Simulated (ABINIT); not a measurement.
A calculation with ABINIT 10.8.3 (patched build) of MnHg (native input, structure from a POSCAR):

run.abi

```
# Pseudopotentials
pp_dirpath "./"
pseudos "Hg.GGA_PBE-JTH.xml, Mn.GGA_PBE-JTH.xml"

# Structure
structure "poscar:POSCAR"
natom 2

# Plane-wave basis
ecut 707.496042 eV
pawecutdg 48.0

# k points
kptopt 1
ngkpt 8 8 8
nshiftk 1
shiftk 0.0 0.0 0.0

# Exchange and correlation
ixc 11

# Bands and occupations
nband 19
occopt 3
tsmear 0.05 eV

# Spin
nsppol 2
spinat
     0.0000000000     0.0000000000     0.0000000000
     0.0000000000     0.0000000000     4.0000000000

# SCF cycle
nstep 100
tolvrs 1.0e-9

# Output
iomode 3
prtwf 0
prteig 0
prtebands 0
enunit 1
prtden 1
prtvha 1
prtvclmb 1
prtpot 1
```

File POSCAR:

```
MnHg
1.0
    3.3150000000      0.0000000000      0.0000000000
    0.0000000000      3.3150000000      0.0000000000
    0.0000000000      0.0000000000      3.3150000000
Hg Mn
1 1
Direct
    0.0000000000      0.0000000000      0.0000000000  Hg
    0.5000000000      0.5000000000      0.5000000000  Mn
```

Potentials or basis: JTH PAW PBE v2.0.

Run with:

```console
$ abinit run.abi > log 2>&1
```

Task: Write the same calculation in another form: ASE script, Cartesian positions.

Result: As run:

run.py

```python
import json, os
import numpy as np
from ase.units import GPa
from ase.calculators.abinit import Abinit, AbinitProfile
from ase.io import read

atoms = read('MnHg.xyz')
atoms.set_initial_magnetic_moments([0.0, 4.0])

profile = AbinitProfile(command='abinit', pp_paths=[os.path.abspath('pseudos')])
params = dict(
    pps='pawxml', xc='PBE',
    ecut=707.496,
    pawecutdg=1306.1465,
    kptopt=1,
    ngkpt=[8, 8, 8],
    nshiftk=1,
    shiftk=[0.0, 0.0, 0.0],
    ixc=11,
    nband=19,
    occopt=3,
    tsmear=0.05,
    nstep=100,
    tolvrs=1e-09,
    prtwf=0,
    prtden=0,
)

atoms.calc = Abinit(profile=profile, directory='run', **params)
energy = atoms.get_potential_energy()
forces = atoms.get_forces()
stress = atoms.get_stress()
print(f'energy {energy:.6f} eV')
print('forces (eV/A)')
print(np.round(forces, 5))
print('stress (GPa, Voigt, tension positive)', np.round(stress / GPa, 4))
json.dump(dict(energy=energy, forces=forces.tolist(), stress=stress.tolist(), cell=atoms.cell.tolist(), frac=atoms.get_scaled_positions(wrap=False).tolist()), open('results.json', 'w'))
```

File MnHg.xyz:

```xyz
2
Lattice="3.3150000000 0.0000000000 0.0000000000 0.0000000000 3.3150000000 0.0000000000 0.0000000000 0.0000000000 3.3150000000" Properties=species:S:1:pos:R:3 pbc="T T T"
Hg     0.0000000000      0.0000000000      0.0000000000
Mn     1.6575000000      1.6575000000      1.6575000000
```

Potentials or basis: JTH PAW PBE v2.0.

Launch:

```bash
$ python run.py
```

Both were run:

|  | native input, structure from a POSCAR | ASE script, Cartesian positions |
| --- | --- | --- |
| Pressure | 0.9 GPa | 0.9 GPa |
| Band gap on the k mesh | none (metal or under the smearing width) | none (metal or under the smearing width) |
| Net moment | 3.91 μB per cell | 3.91 μB per cell |
| Site moments | Hg -0.02; Mn +3.72 μB | Hg -0.02; Mn +3.72 μB |
| Valence electrons inside the program's atomic spheres | Hg 10.02; Mn 13.03 | Hg 10.02; Mn 13.03 |

Keys that steer only the numerical path or the files written may differ.
